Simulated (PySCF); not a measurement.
**A gas-phase reaction: GeH4S + H4Si → GeH6SSi + H2**

Wanted: the reaction energy for `[SH][GeH3]` + `[SiH4]` → `[SiH3][S][GeH3]` + `[H][H]`.

Computed with PySCF 2.14.0; each step states its level. No surroundings beyond the atoms listed, unless a continuum is named. Atoms count from 0, parts from 1.

## (1) The system as given

Each species was relaxed by itself at PBE0-D3(BJ)/def2-SVPD.

## (2) Energies of the species: wB97M-D3(BJ)/def2-TZVPD

What the job is given:

```
{"job": {"kind": "react", "xc": "wB97M-D3(BJ)", "basis": "def2-TZVPD"}, "charge": 0, "multiplicity": 1}
-1 GeH4S charge 0 multiplicity 1
Ge    -0.570220     0.026840     0.065880
S      1.576280    -0.183050     0.665190
H     -0.948200    -1.072550    -0.938390
H     -0.813690     1.413990    -0.547780
H     -1.352900    -0.136400     1.373930
H      2.064160    -0.015760    -0.584150

-1 H4Si charge 0 multiplicity 1
Si    -0.006490    -0.002710    -0.001170
H     -0.262710    -1.036580    -1.045360
H     -0.761890     1.239300    -0.335330
H      1.452860     0.301490     0.049820
H     -0.454210    -0.515030     1.326210

+1 GeH6SSi charge 0 multiplicity 1
Ge     0.500840     1.604070    -0.175300
S     -1.321970     0.479670     0.479260
Si    -0.580320    -1.522160     0.214520
H      0.136540     3.086290    -0.035090
H      0.825550     1.246720    -1.634310
H      1.683820     1.233960     0.733290
H      0.622000    -1.759600     1.067430
H     -0.212550    -1.767430    -1.211580
H     -1.687030    -2.431210     0.623010

+1 H2 charge 0 multiplicity 1
H      0.379290     0.023910     0.014100
H     -0.379290    -0.023910    -0.014100
```

Method: wB97M-D3(BJ)/def2-TZVPD reaction energy of separated species, gas phase.

Started as:

```sh
OMP_NUM_THREADS=1 python cluster_run.py task.json out
```

One launch serves the whole session: the jobs run in the order shown.

**Question.** The jobs that follow are: PBE0-D3(BJ)/def2-TZVPD reaction energy of separated species, gas phase; MP2/def2-TZVPD reaction energy of separated species, gas phase. Predict: reaction energy (wB97M-D3(BJ)/def2-TZVPD); ΔH, ΔG at 298 K (xTB thermal terms). Thermal terms come from harmonic xTB runs on each species.

The runs gave:

| quantity | value |
| --- | --- |
| reaction energy (wB97M-D3(BJ)/def2-TZVPD) | -8.67 kcal/mol |
| ΔH, ΔG at 298 K (xTB thermal terms) | -10.2, -8.9 kcal/mol |
| range of the reaction energy over the runs of this table | -12.91 to -8.67 kcal/mol |

**Reading.** The reaction is exothermic by 10.2 kcal/mol in the gas phase; dispersion gives -1.23, and xTB itself gave 0.75 for the electronic energy (xTB energies and thermal terms come from the earlier relaxation of each species, not shown). No barrier was sought. The reaction energy runs from -12.91 (MP2/def2-TZVPD) to -8.67 kcal/mol (wB97M-D3(BJ)/def2-TZVPD).
